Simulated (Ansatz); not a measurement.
I need a displacement scan with seeded SCF runs of NaAg3, space group Pm-3m. Use the Ansatz DFT code, driven from Python. Settings (first run): LDA, PAW, cutoff 470 eV, 4×4×4 k-points, Fermi-Dirac smearing of 0.01 eV.

```
Na Ag
1.0
     4.24419    0.00000    0.00000
     0.00000    4.24419    0.00000
     0.00000    0.00000    4.24419
Na Ag
1 3
Direct
  0.00000 0.00000 0.00000
  0.00000 0.50000 0.50000
  0.50000 0.00000 0.50000
  0.50000 0.50000 0.00000
```

`walk_naag3.py`
```python
# -*- coding: utf-8 -*-
"""Move one atom of NaAg3 step by step, each SCF seeded by the last."""

import ansatz as az
import numpy as np

crystal = (
    az.Lattice.of((4.244194, 0.0, 0.0), (0.0, 4.244194, 0.0), (0.0, 0.0, 4.244194))
    .atom("Na", (0.0, 0.0, 0.0))
    .atom("Ag", (0.0, 0.5, 0.5))
    .atom("Ag", (0.5, 0.0, 0.5))
    .atom("Ag", (0.5, 0.5, 0.0))
)

start = np.array(crystal.resolved().sites[1].position)
previous, rows = None, []
for step in range(6):
    target = start + step * 0.015 * np.eye(3)[2]
    setup = (
        crystal.move(1, to=target).calculation()
        .functional(az.Functional.LDA)
        .basis(470)  # a bare number is in eV
        .kpoints(spacing=0.49)
        .occupations(az.OccupationsMethod.FERMI_DIRAC, width=0.01)  # smearing steadies the SCF of a metal
        .mixing("anderson", ndim=8, beta=0.6)  # how the next input density is formed
        .scf(max_iterations=60, extra_bands=2)  # control of the self-consistency loop
        .forces()  # eV per angstrom
    )
    session = setup.session()
    if previous is not None:
        session.seed_next_step(previous)
    previous = session.plan(retain="wavefunctions").execute()
    data = previous.report
    rows.append((step, data["lagrangian_ev"], float(np.linalg.norm(data["forces_ev_ang"][1])), data["n_iterations"], data["n_symmetry_ops"]))
rows = [(row[0], 1000 * (row[1] - rows[0][1]), *row[2:]) for row in rows]
lines = [",".join(["step", "dE meV", "force on it eV/A", "iterations", "operations"])] + [",".join(f"{v:.4f}" if isinstance(v, float) else str(v) for v in row) for row in rows]
print("\n".join(lines))
with open("walk.csv", "w") as handle:
    handle.write("\n".join(lines) + "\n")
```

`python walk_naag3.py` gives:
```text
step,dE meV,force on it eV/A,iterations,operations
0,0.0000,0.0000,7,48
1,5.1848,0.1632,7,4
2,20.8108,0.3285,7,4
3,47.1113,0.4991,7,4
4,84.5376,0.6788,6,4
5,133.8177,0.8720,6,4
```

Caveats:
- These settings explore the input space; cutoff and mesh may be short of convergence.
- For a metal this k-point mesh is coarse: on a finer one energies can move by several to tens of meV an atom and pressures by half a GPa or more, differences at one mesh by less.
- The structure comes from a database of computed cells and needn't be a stable or known phase.
- The first step keeps the crystal's symmetry; the moved atom lowers it.
- It ran for 22 s on 1 thread of Intel(R) Xeon(R) Platinum 8488C (Sapphire Rapids), with other jobs on the host, peak memory 0.43 GiB.

(A comment or docstring line of the script was reworded after the run, the code is as it ran; lines on the test bed's own set-up are left out of the output.)
